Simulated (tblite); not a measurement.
# CH5ClN2W (SMILES [CH3][W](=[NH])(=[NH])[Cl]) at GFN1-xTB

Aim: a structure relaxation of CH5ClN2W. The job is set up through a Python script.

The calculation is run with tblite 0.8.0.

6 further runs of the same task are left out: 6 set aside as unsound or not needed.

### 1 The molecule

The species is CH5ClN2W (10 atoms), meant as a singlet with charge 0. SMILES: `[CH3][W](=[NH])(=[NH])[Cl]`. Geometry: relaxed at PBE0-D4/def2-TZVP. The run starts from this shape.

Bond lengths: C1–W2 2.112 Å, W2–N3 1.743 Å, W2–N4 1.743 Å, W2–Cl5 2.293 Å, C1–H6 1.090 Å, C1–H7 1.095 Å, C1–H8 1.095 Å, N3–H9 1.008 Å, N4–H10 1.008 Å. Some angles: C1–W2–N3 103.3°, C1–W2–N4 103.3°, C1–W2–Cl5 112.6°, N3–W2–N4 111.8°, N3–W2–Cl5 112.6°, N4–W2–Cl5 112.6°, W2–C1–H6 113.0°, W2–C1–H7 108.6°, W2–C1–H8 108.5°, W2–N3–H9 155.0°.

### 2 A geometry optimisation at GFN1-xTB

The input, geom.xyz:

```xyz
10

C     -1.460200     0.075200    -0.356000
W      0.575400     0.372700     0.120700
N      0.737700    -0.394200     1.677200
N      1.411500    -0.511700    -1.126700
Cl     1.155900     2.590200     0.167200
H     -1.742800    -0.977700    -0.379900
H     -2.072000     0.581800     0.397400
H     -1.653900     0.509000    -1.342300
H      1.107600    -1.068200     2.329700
H      2.024200    -1.228300    -1.484400
```

The input, job.py:

```python
"""GFN1-xTB geometry optimisation"""
import json
import numpy as np
from tblite.interface import Calculator
from tblite.interface import symbols_to_numbers
from scipy.optimize import minimize

symbols = list(map(str, np.loadtxt("geom.xyz", skiprows=2, usecols=0, dtype=str, ndmin=1)))
numbers = np.array(symbols_to_numbers(symbols))
positions = np.loadtxt("geom.xyz", skiprows=2, usecols=(1, 2, 3), ndmin=2) / 0.529177210903

tb = Calculator("GFN1-xTB", numbers, positions, charge=0, uhf=0)
tb.set("verbosity", 0)
tb.set("accuracy", 0.01)
last, frames, energies, grads = [None], [], [], []

def fun(x):
    tb.update(x.reshape(-1, 3))
    last[0] = tb.singlepoint(last[0])
    return float(last[0].get('energy')), last[0].get('gradient').ravel()

def show(x):
    e, g = fun(x)
    frames.append(x.reshape(-1, 3).tolist())
    energies.append(e)
    grads.append(g.reshape(-1, 3).tolist())
    print(f"{len(energies) - 1:4d} {e:16.9f} {np.abs(g).max():12.3e} {np.linalg.norm(g):12.3e}")

print("step      energy/Eh       max grad     grad norm")
show(positions.ravel())
opt = minimize(fun, positions.ravel(), jac=True, method="BFGS", callback=show, options={"gtol": 3e-05, "maxiter": 500})
print("converged:", opt.success, "-", opt.message)
fun(opt.x)
wfn = last[0]
final = opt.x.reshape(-1, 3)
print("final geometry (angstrom)")
for s, p in zip(symbols, final * 0.529177210903):
    print(f"{s:<2} {p[0]:12.6f} {p[1]:12.6f} {p[2]:12.6f}")
print(f"total energy: {wfn.get('energy') * 627.5095:.8f} kcal/mol")
eps = np.atleast_2d(wfn.get("orbital-energies")) * 27.211386
occ = np.atleast_2d(wfn.get("orbital-occupations"))
filled = occ.sum(axis=0) if eps.shape[0] == 1 else occ[0]
homo = np.nonzero(filled > 0.5)[0].max()
print(f"HOMO {eps[0, homo]:.4f} eV")
if homo + 1 < eps.shape[1]:
    print(f"LUMO {eps[0, homo + 1]:.4f} eV, gap {eps[0, homo + 1] - eps[0, homo]:.4f} eV")
mu = wfn.get("dipole") * 2.541746
print(f"dipole: {np.linalg.norm(mu):.4f} D, components " + " ".join(f"{c:.4f}" for c in mu))
q = wfn.get("charges")
print("Charges:", " ".join(f"{s}{i + 1}={c:+.4f}" for i, (s, c) in enumerate(zip(symbols, q))))
out = {k: np.asarray(wfn.get(k)).tolist() for k in ("energy", "gradient", "charges", "dipole", "orbital-energies", "orbital-occupations")}
out.update(symbols=symbols, positions=(positions * 0.529177210903).tolist(), final=final.tolist(), frames=frames, step_energies=energies, grads=grads, success=bool(opt.success))
json.dump(out, open("results.json", "w"))
```

On the command line:

```bash
$ python job.py
```

What values should one expect? Wanted: total energy at the end; dipole moment; HOMO energy; LUMO energy; HOMO–LUMO gap.

**Answer.** As computed:

Level: GFN1-xTB.

```
               quantity         value
total energy at the end  -17.77333 Eh
          dipole moment        1.44 D
            HOMO energy     -11.09 eV
            LUMO energy      -7.66 eV
          HOMO–LUMO gap       3.43 eV
```

At the final geometry: Bond lengths: C1–W2 2.140 Å, W2–N3 1.774 Å, W2–N4 1.774 Å, W2–Cl5 2.252 Å, C1–H6 1.091 Å, C1–H7 1.097 Å, C1–H8 1.097 Å, N3–H9 1.013 Å, N4–H10 1.013 Å. Some angles: C1–W2–N3 101.1°, C1–W2–N4 101.1°, C1–W2–Cl5 114.4°, N3–W2–N4 111.2°, N3–W2–Cl5 113.8°, N4–W2–Cl5 113.8°, W2–C1–H6 116.8°, W2–C1–H7 108.6°, W2–C1–H8 108.5°, W2–N3–H9 161.7°. The optimisation took 45 steps and changed the energy by -0.122 eV.
